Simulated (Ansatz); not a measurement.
**AsH₆NSi: small, medium and large basis sets**

An exercise on one series of results from a longer session: the logs are not shown, and one member is left open.

The runs use Ansatz 0.2.0, Gaussian basis; one geometry, several basis sets.

The runs, in order: PBE0-D4/def2-SVP; ωB97M-V/def2-SVP; PBE0-D4/def2-QZVPP; ωB97M-V/def2-QZVPP; the functionals' def2-TZVPP values are taken from earlier runs.

## Structure used throughout

All runs share one geometry, relaxed beforehand with PBE0-D4 in a triple-zeta def2 set.

SMILES `[SiH3]N[AsH2]`, 9 atoms, charge 0, spin multiplicity 1.

Atoms are counted from 1 here; the program's logs count them from 0.

Bond lengths: Si1–N2 1.720 Å, Si1–H4 1.491 Å, Si1–H5 1.487 Å, Si1–H6 1.487 Å, N2–As3 1.845 Å, N2–H7 1.006 Å, As3–H8 1.528 Å, As3–H9 1.533 Å. Angles: N2–Si1–H4 112.7°, N2–Si1–H5 108.3°, N2–Si1–H6 109.5°, H4–Si1–H5 108.9°, H4–Si1–H6 107.2°, H5–Si1–H6 110.2°, Si1–N2–As3 125.8°, Si1–N2–H7 119.8°, As3–N2–H7 112.6°, N2–As3–H8 96.8°, N2–As3–H9 98.4°, H8–As3–H9 91.1°.

The first run:

Contents of in.yaml:

```yaml
crystal:
  periodic: [false, false, false]
  atoms:
    - {symbol: Si, position_ang: [-0.540247, 0.652461, -0.822670]}
    - {symbol: N, position_ang: [0.871844, 0.223737, 0.060336]}
    - {symbol: As, position_ang: [0.977105, -1.081701, 1.359895]}
    - {symbol: H, position_ang: [-1.069164, -0.472636, -1.645710]}
    - {symbol: H, position_ang: [-0.202957, 1.789302, -1.720638]}
    - {symbol: H, position_ang: [-1.616299, 1.048826, 0.123938]}
    - {symbol: H, position_ang: [1.776609, 0.515161, -0.270419]}
    - {symbol: H, position_ang: [-0.194544, -0.587152, 2.207150]}
    - {symbol: H, position_ang: [0.086052, -2.134198, 0.691118]}
basis:
  gaussian: {orbitals: def2-SVP}
hamiltonian: {xc: pbe0, dispersion: d4}
output: {orbitals: {seedname: orbitals}}
```

On the command line:

```bash
ansatz run in.yaml --threads 2 --pin off --events-out ev --progress --plain --max-ram 4352MiB
```

Among the steps run: PBE0-D4 in def2-SVP; ωB97M-V in def2-SVP; PBE0-D4 in def2-QZVPP; ωB97M-V in def2-QZVPP.

One of the session's tables, all rows but one given; the rest of the session is left out.

| functional | basis | HOMO (eV) | LUMO (eV) |
| --- | --- | --- | --- |
| PBE0-D4 | def2-SVP | -7.26 | 0.04 |
| PBE0-D4 | def2-TZVPP | ? | ? |
| PBE0-D4 | def2-QZVPP | -7.44 | -0.49 |
| ωB97M-V | def2-SVP | -9.51 | 1.98 |
| ωB97M-V | def2-TZVPP | -9.69 | 1.41 |
| ωB97M-V | def2-QZVPP | -9.72 | 1.09 |

**Question.** Estimate the row for PBE0-D4, def2-TZVPP.

The run gave: HOMO (eV): -7.40; LUMO (eV): -0.33. In the column «HOMO (eV)» it lies between PBE0-D4, def2-QZVPP (-7.44) and PBE0-D4, def2-SVP (-7.26).
